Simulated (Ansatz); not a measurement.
# SnSe2 (CdI2 type): how the settings move a single-point run

How sensitive is a single-point run of SnSe2 (CdI2 type) to its settings? A reference run comes first, then two runs with altered input.

Computed with Ansatz 0.2.0 (reference: DFT r2SCAN, scalar-relativistic, plane waves, PAW, unless a step's input says otherwise).

2 further runs of the same task are left out: 2 set aside as unsound or not needed.

### Step 1. The starting structure

Symmetry: P-3m1, No. 164, trigonal system. Conventional cell: a = 3.841 Å, b = 3.841 Å, c = 6.506 Å, α = 90.00°, β = 90.00°, γ = 120.00°. Sn (site symmetry -3m) has 6 Se at 2.72 Å as nearest neighbours. Around Se (site symmetry 3m) lie 3 Sn at 2.72 Å.

Structure file:

```cif
data_structure
_symmetry_space_group_name_H-M 'P-3m1'
_symmetry_Int_Tables_number 164
_cell_length_a 3.8406
_cell_length_b 3.8406
_cell_length_c 6.5064
_cell_angle_alpha 90.000
_cell_angle_beta 90.000
_cell_angle_gamma 120.000
_cell_volume 83.11
loop_
_atom_site_label
_atom_site_type_symbol
_atom_site_symmetry_multiplicity
_atom_site_Wyckoff_symbol
_atom_site_fract_x
_atom_site_fract_y
_atom_site_fract_z
_atom_site_occupancy
Sn1 Sn 1 a 0.00000 0.00000 0.00000 1
Se1 Se 2 d 0.33333 0.66667 0.24187 1
```

### Step 2. Baseline

File input.yaml:

```yaml
crystal:
  lattice:
    - [3.8405677617, 0.0, 0.0]
    - [-1.9202838809, 3.3260292466, 0.0]
    - [0.0, 0.0, 6.5063710246]
  atoms:
    - { symbol: Sn, position: [0.0, 0.0, 0.0] }
    - { symbol: Se, position: [0.3333333333, 0.6666666667, 0.2418655614] }
    - { symbol: Se, position: [0.6666666667, 0.3333333333, 0.7581344386] }
basis:
  ecutwfc: 500
  ecutrho_ratio: 4
kpoints:
  mp_grid: { grid: [10, 10, 6] }
  band_path:
    path:
      - [[0.0, 0.0, 0.0], [0.5, 0.0, 0.0], [0.33333333, 0.33333333, 0.0], [0.0, 0.0, 0.0], [0.0, 0.0, 0.5], [0.5, 0.0, 0.5], [0.33333333, 0.33333333, 0.5], [0.0, 0.0, 0.5]]
      - [[0.5, 0.0, 0.5], [0.5, 0.0, 0.0]]
      - [[0.33333333, 0.33333333, 0.5], [0.33333333, 0.33333333, 0.0]]
    npoints: 14
hamiltonian:
  xc: r2scan
scf:
  occupations: { method: gaussian, width: 0.05 }
  n_extra_bands: 13
output:
  forces: true
  stress: true
  eigenvalues: true
  populations: true
  dos: { projected: true, de: 0.02, nscf_kmesh: { grid: [15, 15, 9] } }
  bader: true
  write_density: true
  write_potential: true
  elf: true
  volumetric_format: npy
```

The run is started by

```sh
ansatz run input.yaml --threads 4 --pin off --max-ram 7168MiB --backend cpu --events-out ev --progress --plain --runs-dir out
```

### Step 3. Variant: xc_grid 2, chi_scale 0.0

File input.yaml:

```yaml
crystal:
  lattice:
    - [3.840567761707, 2.886741408691e-11, 0.0]
    - [-1.920283880879, 3.326029246579, 0.0]
    - [0.0, 0.0, 6.5063710246]
  atoms:
    - { symbol: Sn, position: [0.0, 0.0, 0.0] }
    - { symbol: Se, position: [0.3333333333333, 0.6666666666667, 0.2418655614] }
    - { symbol: Se, position: [0.6666666666667, 0.3333333333333, 0.7581344386] }
basis:
  ecutwfc: 500
  ecutrho_ratio: 4
  xc_grid: 2
kpoints:
  mp_grid: { grid: [10, 10, 6] }
hamiltonian:
  xc: r2scan
scf:
  occupations: { method: gaussian, width: 0.05 }
  initial_density: { chi_scale: 0.0 }
output:
  forces: true
  stress: true
```

### Step 4. Changing settings: n_extra_bands 1

File input.yaml:

```yaml
crystal:
  lattice:
    - [3.840567761707, 2.886741408691e-11, 0.0]
    - [-1.920283880879, 3.326029246579, 0.0]
    - [0.0, 0.0, 6.5063710246]
  atoms:
    - { symbol: Sn, position: [0.0, 0.0, 0.0] }
    - { symbol: Se, position: [0.3333333333333, 0.6666666666667, 0.2418655614] }
    - { symbol: Se, position: [0.6666666666667, 0.3333333333333, 0.7581344386] }
basis:
  ecutwfc: 500
  ecutrho_ratio: 4
kpoints:
  mp_grid: { grid: [10, 10, 6] }
hamiltonian:
  xc: r2scan
scf:
  occupations: { method: gaussian, width: 0.05 }
  n_extra_bands: 1
output:
  forces: true
  stress: true
```

**Question.** What will these runs give? Wanted: for each run, ending; energy change; pressure; gap; force.

As calculated:

| run | ending | energy change | pressure (GPa) | gap (eV) | force (eV/Å) | cycles | time |
| --- | --- | --- | --- | --- | --- | --- | --- |
| reference | converged | 0 | 0.0 | 1.03 | 0.00 | 6 | 12 s |
| 1: xc_grid 2, chi_scale 0.0 | converged | +0.1 meV/atom | 0.0 | 1.03 | 0.00 | 8 | 2.1 s |
| 2: n_extra_bands 1 | converged | 0.0 meV/atom | 0.0 | 1.03 | 0.00 | 6 | 2.2 s |

Times don't compare one to one where runs were asked for different outputs or read a saved state (see the inputs); cycles may leave out searches for a lower state.

Residual by cycle in the longest SCF loop of each run; runs are numbered as in the table. The quantity is the density residual dr2, in eV.

| cycle | reference | run 1 | run 2 |
| --- | --- | --- | --- |
| 1 | 0.06 | 1.21 | 0.0573 |
| 2 | 0.00343 | 0.197 | 0.00765 |
| 3 | 9.1e-4 | 0.0244 | 6.2e-4 |
| 4 | 2.0e-5 | 9.7e-4 | 3.9e-5 |
| 5 | 1.0e-6 | 8.7e-5 | 2.2e-6 |
| 6 | 9.1e-8 | 4.4e-6 | 5.3e-8 |
| 7 | - | 1.8e-7 | - |
| 8 | - | 1.1e-8 | - |

What this shows: Of the converged runs whose energies compare with the reference's, «xc_grid 2, chi_scale 0.0» moves the energy most (+0.1 meV/atom) and «n_extra_bands 1» least (0.0 meV/atom).

The gaps are Kohn-Sham values of a semilocal functional, not quasiparticle or optical gaps. Such gaps usually fall short of the measured ones. Spin-orbit coupling is left out, though the cell holds Sn; it can move the gap.
